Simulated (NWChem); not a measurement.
**C2H3In (SMILES C#[C][InH2]) at M06-2X/LANL2DZ (core potential)**

Aim: the electronic atomisation energy of C2H3In at M06-2X/LANL2DZ (core potential), from 4 runs. 

The results are computed with NWChem 7.3.0.

## 1. The system as given

The species is C2H3In (6 atoms), meant as a singlet with charge 0. As SMILES, `C#[C][InH2]`. Geometry: relaxed at PBE0-D4/def2-TZVP.

Bond lengths: C1–C2 1.210 Å, C2–In3 2.097 Å, C1–H4 1.067 Å, In3–H5 1.713 Å, In3–H6 1.713 Å. Angles: C1–C2–In3 180.0°, C2–C1–H4 180.0°, C2–In3–H5 117.0°, C2–In3–H6 117.0°, H5–In3–H6 126.0°.

## 2. The energy at M06-2X/LANL2DZ (core potential) (run 1)

File work.nw:

```
START work
memory stack 880 mb heap 220 mb global 1100 mb

GEOMETRY units au noautosym nocenter noautoz
C     -0.35262289    -3.64339197     0.02853486
C     -0.13303672    -1.36702788     0.01114938
In     0.24925488     2.57739746    -0.02003110
H     -0.54613085    -5.64952522     0.04403062
H      1.27273054     3.93346493    -2.77562973
H     -0.49019496     4.14889371     2.71175699
END

BASIS spherical bse
* library LANL2DZ
END

ECP bse
In library LANL2DZ
END

DFT
xc m06-2x
grid fine
convergence energy 1e-08
iterations 100
mulliken
print low
END

TASK dft energy
```

Launch:

```sh
$ nwchem work.nw > work.out
```

The program printed:

```text
[...]
 d= 0,ls=0.0,diis     1    -79.7044951720 -1.13D+02  1.68D-02  1.34D-01     0.4
[...]
 d= 0,ls=0.0,diis     8    -79.7289770321 -2.15D-10  1.59D-06  6.05D-09     2.2
         Total DFT energy =      -79.728977032119
      One electron energy =     -172.652316142805
           Coulomb energy =       71.840570879839
    Exchange-Corr. energy =      -12.445305672836
 Nuclear repulsion energy =       33.528073903683
[...]
      Total Density - Mulliken Population Analysis
     ---------------------------------------------
    Atom       Charge   Shell Charges
 -----------   ------   -------------------------------------------------------
    1 C    6     6.32   2.00  0.74  0.55  2.52  0.51
    2 C    6     6.37   2.00  0.73  0.69  2.45  0.49
    3 In   3     2.33   0.27  0.79  1.03  0.24
    4 H    1     0.73   0.50  0.23
    5 H    1     1.13   0.46  0.66
    6 H    1     1.13   0.46  0.66
[...]
```

It took 2.7 s on 1 thread of AMD EPYC 9B45 (Zen 5), shared host; peak memory 0.12 GiB.

## 3. The C atom (run 2)

File c.nw:

```
echo
start c
memory stack 880 mb heap 220 mb global 1100 mb

geometry units atomic noautosym nocenter noautoz
  C   0.00000000  0.00000000  0.00000000
end

basis spherical bse
  * library LANL2DZ
end

dft
  xc m06-2x
  mult 3
  grid fine
  convergence energy 1e-08
  iterations 100
  mulliken
  noprint "final vectors analysis"
end

task dft
```

Run the same way, it converges to -37.83830 Eh (log not shown).

## 4. The H atom (run 3)

File h.xyz:

```xyz
1
H M06-2X
H      0.000000     0.000000     0.000000
```

File h.nw:

```
start h
title "H M06-2X"
memory stack 880 mb heap 220 mb global 1100 mb
charge 0

geometry noautosym nocenter noautoz
  load h.xyz
end

basis spherical bse
  * library LANL2DZ
end

dft
  xc m06-2x
  mult 2
  grid fine
  convergence energy 1e-08
  maxiter 100
  mulliken
  noprint "final vectors analysis"
end

task dft energy
```

Run the same way, it converges to -0.49493 Eh (log not shown).

## 5. The In atom (run 4)

File input.xyz:

```xyz
1

In     0.000000     0.000000     0.000000
```

File input.nw:

```
echo
start input
memory stack 880 mb heap 220 mb global 1100 mb
geometry noautosym nocenter noautoz
   load input.xyz
end
basis spherical bse
   * library LANL2DZ
end
ecp bse
   In library LANL2DZ
end
dft
   xc m06-2x
   mult 2
   grid fine
   convergence energy 1e-08
   maxiter 100
   mulliken
   noprint "final vectors analysis"
end
task dft energy
```

Run the same way, it converges to -1.83521 Eh (log not shown).

## 6. All runs side by side

| run | level | core potential | partner | energy (Eh) | wall time |
| --- | --- | --- | --- | --- | --- |
| 1 | M06-2X/LANL2DZ (core potential) | LANL2DZ | base | -79.728977 | 2.7 s |
| 2 | UM06-2X/LANL2DZ | – | atoms | -37.838305 | 0.64 s |
| 3 | UM06-2X/LANL2DZ | – | atoms | -0.494933 | 0.56 s |
| 4 | UM06-2X/LANL2DZ (core potential) | LANL2DZ | atoms | -1.835211 | 0.91 s |

## 7. Results

Level: M06-2X/LANL2DZ (core potential).

```
                     quantity        value
        In atom: total energy  -1.83521 Eh
                In atom: ⟨S²⟩        0.750
electronic atomisation energy    19.928 eV
```

In words: Taking the molecule apart into free atoms costs 19.93 eV (460 kcal/mol), before zero-point energy and without spin-orbit coupling. The basis has no polarisation functions, which makes bonds too weak. All runs together took 4.8 s, the longest 2.7 s.
